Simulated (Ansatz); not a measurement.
**SnSb3: one candidate structure**

Aim: relax SnSb3 from this start, A15 type (Pm-3n, No. 223), and see where it ends.

Method: DFT r2SCAN, scalar-relativistic, plane waves, PAW, in Ansatz 0.2.0.

### 1 The system as given

Symmetry: Pm-3n, No. 223, cubic system. Conventional cell: a = 6.096 Å, b = 6.096 Å, c = 6.096 Å, α = 90.00°, β = 90.00°, γ = 90.00°. Sn (site symmetry m-3) is surrounded by 12 Sb at 3.41 Å. Around Sb (site symmetry -4m2) lie 2 Sb at 3.05 Å and 4 Sn at 3.41 Å.

As a file:

```cif
data_structure
_symmetry_space_group_name_H-M 'P 1'
_symmetry_Int_Tables_number 1
_cell_length_a 6.0965
_cell_length_b 6.0965
_cell_length_c 6.0965
_cell_angle_alpha 90.000
_cell_angle_beta 90.000
_cell_angle_gamma 90.000
_cell_volume 226.59
loop_
_atom_site_label
_atom_site_type_symbol
_atom_site_fract_x
_atom_site_fract_y
_atom_site_fract_z
_atom_site_occupancy
Sn1 Sn 0.00000 0.00000 0.00000 1
Sn2 Sn 0.50000 0.50000 0.50000 1
Sb1 Sb 0.00000 0.50000 0.25000 1
Sb2 Sb 0.00000 0.50000 0.75000 1
Sb3 Sb 0.25000 0.00000 0.50000 1
Sb4 Sb 0.75000 0.00000 0.50000 1
Sb5 Sb 0.50000 0.75000 0.00000 1
Sb6 Sb 0.50000 0.25000 0.00000 1
```

### 2 Probe: one point at the start

Input file input.yaml:

```yaml
crystal:
  lattice:
    - [6.0964901504, 0.0, 0.0]
    - [0.0, 6.0964901504, 0.0]
    - [0.0, 0.0, 6.0964901504]
  atoms:
    - { symbol: Sn, position: [0.0, 0.0, 0.0] }
    - { symbol: Sn, position: [0.5, 0.5, 0.5] }
    - { symbol: Sb, position: [0.0, 0.5, 0.25] }
    - { symbol: Sb, position: [0.0, 0.5, 0.75] }
    - { symbol: Sb, position: [0.25, 0.0, 0.5] }
    - { symbol: Sb, position: [0.75, 0.0, 0.5] }
    - { symbol: Sb, position: [0.5, 0.75, 0.0] }
    - { symbol: Sb, position: [0.5, 0.25, 0.0] }
basis:
  ecutwfc: 500
kpoints:
  mp_grid: { grid: [4, 4, 4] }
hamiltonian:
  xc: r2scan
scf:
  occupations: { method: gaussian, width: 0.1 }
  lower_state_search: "off"
output:
  forces: true
  stress: true
  eigenvalues: true
```

On the command line:

```
$ ansatz run input.yaml --threads 1 --pin off --max-ram 2560MiB --backend cpu --events-out ev --progress --plain --runs-dir out
```

Output, shortened:

```text
Warning: RAYON_NUM_THREADS=1 ignored (pool sized by the plan → 1); use --threads N
[...]
Pseudopotentials: kind: paw
Pseudopotential: Sn, paw, valence charge 14, recommended cutoff 500 eV (meta_gga), Sn.paw.azcp
Pseudopotential: Sb, paw, valence charge 15, recommended cutoff 500 eV (meta_gga), Sb.paw.azcp
Functional definition: r2SCAN
[...]
Crystal: 8 atoms, lattice volume = 226.589 Å³
Basis set: ecut = 500 eV, 5743 PW (Γ), exchange–correlation on 180×180×180 points (64 copies of the dense FFT grid, shifted against one another)
Bands: 71, of which v1, the nominal top of the filled ones, is band 59 counted from 1 (58 counted from 0)
Symmetry: 48 space group operations
Space group: Pm-3n (ITA 223), of the structure as read, at distance tolerance 6.1e-5 Å
k-points: 10 of 64
[...]
SCF iter   1: F=-51068.393365 eV  HF=-51068.365573 eV  |F-HF|=2.78e-2  |Δ(HF+E_count)|=         —  Δρ=4.39e-3  dr2=2.11e-2  dr2_τ=1.47e-3  ethr=1.77e-3  ⟨swp⟩=8.9  Hψ=3042  notcnv=0  defer=3
[...]
SCF iter   8: F=-51068.398270 eV  HF=-51068.398270 eV  |F-HF|=1.53e-9  |Δ(HF+E_count)|=   4.25e-8  Δρ=1.21e-6  dr2=4.91e-9  dr2_τ=4.46e-11  ethr=8.47e-11  ⟨swp⟩=4.7  Hψ=2248  notcnv=0
[...]
SCF converged after 8 iterations
Free energy (F): -51068.398270 eV
[...]
E sigma→0 (E₀):  -51068.371344 eV
Entropy (-TS):   -0.053853 eV (-6.732 meV/atom)
Fermi energy:    10.695856 eV
[...]
--- Forces (eV/Å), atoms counted from 1 ---
  atom   1  Sn     0.00000000    -0.00000000    -0.00000000
  atom   2  Sn     0.00000000     0.00000000     0.00000000
  atom   3  Sb    -0.00000000    -0.00000000    -0.00000000
  atom   4  Sb    -0.00000000    -0.00000000     0.00000000
  atom   5  Sb    -0.00000000     0.00000000     0.00000000
  atom   6  Sb    -0.00000000    -0.00000000     0.00000000
  atom   7  Sb    -0.00000000     0.00000000     0.00000000
  atom   8  Sb     0.00000000     0.00000000    -0.00000000
[...]
--- Stress (GPa, compression-positive) ---
       -0.732580       0.000000       0.000000
        0.000000      -0.732580       0.000000
        0.000000       0.000000      -0.732580
  P = ⅓ Tr σ = -0.7326 GPa (-7.326 kbar)
--- Band table (eV; the first three rows and the last of 10) ---
[...]
```

It took 28 s on 1 thread of Intel Xeon Platinum 8259CL at 2.50GHz (Skylake/Cascade Lake), shared host; peak memory 0.98 GiB.

From the probe: pressure -0.7 GPa, largest force 0.00 eV/Å, gap on this mesh none (metal). The gap decides the next run's mesh: 6×6×6 points.

### 3 The relaxation

input.yaml: that of step 2 with these lines changed.

```diff
@@ -17,3 +17,3 @@
 kpoints:
-  mp_grid: { grid: [4, 4, 4] }
+  mp_grid: { grid: [6, 6, 6] }
 hamiltonian:
@@ -22,3 +22,2 @@
   occupations: { method: gaussian, width: 0.1 }
-  lower_state_search: "off"
 output:
@@ -27 +26,6 @@
   eigenvalues: true
+relax:
+  adjacent_minimum: "off"
+  f_tol: 0.01
+  max_steps: 80
+  cell: { stress_tol: 0.05 }
```

On the command line:

```
$ ansatz run input.yaml --threads 1 --pin off --max-ram 2560MiB --backend cpu --events-out ev --progress --plain --runs-dir out
```

Output, shortened:

```text
Warning: RAYON_NUM_THREADS=1 ignored (pool sized by the plan → 1); use --threads N
[...]
[... 4 set-up lines as earlier in the session ...]
[...]
Crystal: 8 atoms, lattice volume = 226.589 Å³
Basis set: ecut = 500 eV, 5743 PW (Γ), exchange–correlation on 180×180×180 points (64 copies of the dense FFT grid, shifted against one another)
Bands: 71, of which v1, the nominal top of the filled ones, is band 59 counted from 1 (58 counted from 0)
[... 2 set-up lines as earlier in the session ...]
k-points: 20 of 216
[...]
--- Band table (eV; the first three rows and the last of 20) ---
[...]
--- Relaxed structure (3 steps of the walk, 3 accepted, 1 SCFs on fresh bases) ---
  F+E_penalty+E_count = -51068.44081330 eV   max|allowed force component| = 5.146e-17 eV/Å   (the final SCF, on the basis selected at the relaxed cell)
  cell:  # Å, volume = 223.6111 Å³
    - [6.0696614040951085, -2.0061770254033706e-36, 9.629649721936178e-35]
    - [-2.0061770254033706e-36, 6.0696614040951085, 0.0]
    - [9.629649721936178e-35, 0.0, 6.0696614040951085]
  atoms:
    - { symbol: Sn, position: [1.4088344568956036e-35, 5.79987323860672e-36, 1.1517478771701286e-36] }
    - { symbol: Sn, position: [0.5, 0.5, 0.5] }
    - { symbol: Sb, position: [4.864078088405988e-35, 0.5, 0.25] }
    - { symbol: Sb, position: [4.2717506087184945e-35, 0.5, 0.7499999999999999] }
    - { symbol: Sb, position: [0.25, -1.1311809507920902e-35, 0.5] }
    - { symbol: Sb, position: [0.7499999999999999, -9.337384575629254e-36, 0.5] }
    - { symbol: Sb, position: [0.5, 0.7499999999999999, 6.038449584591961e-35] }
    - { symbol: Sb, position: [0.5, 0.25, -6.400427488845427e-35] }
```

It took 3.3 min on 1 thread of Intel Xeon Platinum 8259CL at 2.50GHz (Skylake/Cascade Lake), shared host; peak memory 1 GiB.

Step by step:

```csv
step,E - E(step 1) (eV/cell),largest force component (eV/Å),pressure (GPa),volume (Å³)
1,0.0000,0.0000,-0.72,226.59
2,-0.0053,0.0000,0.37,222.10
3,-0.0070,0.0000,-0.01,223.61
4,-0.0068,0.0000,-0.01,223.61
```

Step 1 is the start. Step 4 repeats the geometry before it on a plane-wave basis chosen anew for that cell, so its energy need not be comparable with the rows above.

|  | before | after | change |
| --- | --- | --- | --- |
| a (Å) | 6.096 | 6.070 | -0.4 % |
| b (Å) | 6.096 | 6.070 | -0.4 % |
| c (Å) | 6.096 | 6.070 | -0.4 % |
| volume (Å³/atom) | 28.32 | 27.95 | -1.3 % |
| shortest distance (Å) | 3.048 | 3.035 | -0.4 % |
| space group (0.01 Å) | Pm-3n | Pm-3n | same |

The run keeps the 48 symmetry operations of the start, so it could not have lowered the symmetry.

### 4 Variant: mixing.algorithm broyden, mixing.beta 0.5

input.yaml: that of step 3 with these lines changed.

```diff
@@ -2,5 +2,5 @@
   lattice:
-    - [6.0964901504, 0.0, 0.0]
-    - [0.0, 6.0964901504, 0.0]
-    - [0.0, 0.0, 6.0964901504]
+    - [6.0696614041, 0.0, 0.0]
+    - [0.0, 6.0696614041, 0.0]
+    - [0.0, 0.0, 6.0696614041]
   atoms:
@@ -22,10 +22,6 @@
   occupations: { method: gaussian, width: 0.1 }
+  mixing: { algorithm: broyden, beta: 0.5 }
 output:
   forces: true
+  eigenvalues: true
   stress: true
-  eigenvalues: true
-relax:
-  adjacent_minimum: "off"
-  f_tol: 0.01
-  max_steps: 80
-  cell: { stress_tol: 0.05 }
```

On the command line:

```
$ ansatz run input.yaml --threads 1 --pin off --max-ram 2560MiB --backend cpu --events-out ev --progress --plain --runs-dir out
```

Output, shortened:

```text
Warning: RAYON_NUM_THREADS=1 ignored (pool sized by the plan → 1); use --threads N
[...]
[... 4 set-up lines as earlier in the session ...]
[...]
Crystal: 8 atoms, lattice volume = 223.611 Å³
Basis set: ecut = 500 eV, 5695 PW (Γ), exchange–correlation on 180×180×180 points (64 copies of the dense FFT grid, shifted against one another)
Bands: 71, of which v1, the nominal top of the filled ones, is band 59 counted from 1 (58 counted from 0)
[... 2 set-up lines as earlier in the session ...]
k-points: 20 of 216
[...]
Free energy (F): -51068.440813 eV
[...]
E sigma→0 (E₀):  -51068.427514 eV
Entropy (-TS):   -0.026599 eV (-3.325 meV/atom)
Fermi energy:    10.786350 eV
[...]
--- Forces (eV/Å), atoms counted from 1 ---
  atom   1  Sn     0.00000000     0.00000000     0.00000000
  atom   2  Sn     0.00000000    -0.00000000     0.00000000
  atom   3  Sb    -0.00000000     0.00000000     0.00000000
  atom   4  Sb    -0.00000000     0.00000000     0.00000000
  atom   5  Sb     0.00000000     0.00000000     0.00000000
  atom   6  Sb    -0.00000000    -0.00000000     0.00000000
  atom   7  Sb    -0.00000000     0.00000000     0.00000000
  atom   8  Sb     0.00000000     0.00000000     0.00000000
[...]
--- Stress (GPa, compression-positive) ---
       -0.008884       0.000000       0.000000
        0.000000      -0.008884       0.000000
        0.000000       0.000000      -0.008884
  P = ⅓ Tr σ = -0.0089 GPa (-0.089 kbar)
--- Band table (eV; the first three rows and the last of 20) ---
[...]
```

Run time: 48 s. Hardware: 1 thread of Intel Xeon Platinum 8259CL at 2.50GHz (Skylake/Cascade Lake), shared host; peak memory 1 GiB.

```csv
run,ending,energy change,pressure (GPa),gap (eV),force (eV/Å),cycles,time
step 3,converged,0,0.0,0.00,0.00,-,3.3 min
variant,converged,0.0 meV/atom,0.0,0.00,0.00,8,48 s
```

Same state: the changed mixing leaves the energy within 0.5 meV/atom.

### 5 Results

Formation energies count from the elements, computed with the same settings in runs not shown here.

```
                          quantity                                                                      value
                              cell  a = 6.070 Å, b = 6.070 Å, c = 6.070 Å, α = 90.00°, β = 90.00°, γ = 90.00°
                       space group                                                            Pm-3n (No. 223)
                            volume                                                              27.95 Å³/atom
                   gap on the mesh                                                               none (metal)
formation energy from the elements                                                             +0.450 eV/atom
```

What this shows: The space group stayed Pm-3n, and from the first guess the volume went from 28.32 to 27.95 Å³/atom. The formation energy of +0.45 eV/atom is positive, so the elements lie lower than this structure; another structure of the compound can lie lower. Spin-orbit coupling is left out for Sb.
